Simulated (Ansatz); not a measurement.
# O (sc type): how the settings move a single-point run

Question: which choices in the input matter for O (sc type)?

Program: Ansatz 0.2.0. Level of theory: reference: DFT, PBEsol, PAW with Ansatz's default frozen-core files, scalar-relativistic. These are calculated values, not measurements.

## 1. Starting point

Symmetry: Pm-3m, No. 221, cubic system. The conventional cell has a = 1.858 Å, b = 1.858 Å, c = 1.858 Å, α = 90.00°, β = 90.00°, γ = 90.00°. O (site symmetry m-3m) is surrounded by 6 O at 1.86 Å.

As a file:

```cif
data_structure
_symmetry_space_group_name_H-M 'Pm-3m'
_symmetry_Int_Tables_number 221
_cell_length_a 1.8584
_cell_length_b 1.8584
_cell_length_c 1.8584
_cell_angle_alpha 90.000
_cell_angle_beta 90.000
_cell_angle_gamma 90.000
_cell_volume 6.42
loop_
_atom_site_label
_atom_site_type_symbol
_atom_site_symmetry_multiplicity
_atom_site_Wyckoff_symbol
_atom_site_fract_x
_atom_site_fract_y
_atom_site_fract_z
_atom_site_occupancy
O1 O 1 a 0.00000 0.00000 0.00000 1
```

## 2. Baseline

File input.yaml:

```yaml
crystal:
  lattice:
    - [1.8584090528, 0.0, 0.0]
    - [0.0, 1.8584090528, 0.0]
    - [0.0, 0.0, 1.8584090528]
  atoms:
    - { symbol: O, position: [0.0, 0.0, 0.0] }
kpoints:
  mp_grid: { grid: [16, 16, 16] }
scf:
  occupations: { method: fermi_dirac, width: 0.05 }
hamiltonian:
  xc: pbesol
  pseudopotentials: { kind: paw }
output:
  forces: true
  stress: true
  eigenvalues: true
  populations: true
```

The run is started by

```console
> ansatz run input.yaml --threads 1 --pin off --max-ram 2048MiB --backend cpu --events-out ev --progress --plain --runs-dir out
```

## 3. Changed: ecutwfc 550 eV

input.yaml, as its differences from that of step 2:

```diff
@@ -19 +19,7 @@
   populations: true
+  write_density: true
+  write_potential: true
+  elf: true
+  volumetric_format: npy
+basis:
+  ecutwfc: "550 eV"
```

## 4. Changed: occupations.method methfessel_paxton, occupations.width 0.3, dr2_threshold 1.0e-06

input.yaml, as its differences from that of step 2:

```diff
@@ -10,3 +10,4 @@
 scf:
-  occupations: { method: fermi_dirac, width: 0.05 }
+  occupations: { method: methfessel_paxton, width: 0.3 }
+  convergence: { dr2_threshold: 1.0e-06 }
 hamiltonian:
```

Q: Predict the outcome of this session. Wanted: for each run, ending; energy change; pressure; gap; force.

As calculated:

```tsv
run	ending	energy change	pressure (GPa)	gap (eV)	force (eV/Å)	cycles	time
reference	converged	0	46.9	0.00	0.00	6	0.6 s
1: ecutwfc 550 eV	converged	-5.5 meV/atom	46.9	0.00	0.00	6	0.73 s
2: occupations.method methfessel_paxton, occupations.width 0.3, dr2_threshold 1.0e-06	converged	+0.4 meV/atom (σ→0)	46.9	0.00	0.00	5	0.61 s
```

Times don't compare one to one where runs were asked for different outputs or read a saved state (see the inputs); cycles may leave out searches for a lower state.

Residual by cycle in the longest SCF loop of each run; runs are numbered as in the table. The quantity is the density residual dr2, in eV.

```tsv
cycle	reference	run 1	run 2
1	0.0127	0.0124	0.0127
2	7.1e-4	7.1e-4	7.1e-4
3	8.9e-6	1.0e-5	8.9e-6
4	1.3e-6	9.8e-7	1.3e-6
5	2.6e-9	6.4e-10	2.5e-9
6	8.0e-11	6.1e-11	-
```

What this shows: Semilocal functionals close small gaps, so the missing gap need not be the real solid's. The structure is not at rest: the sound run finds 47 GPa, so these are no properties of the relaxed crystal. 
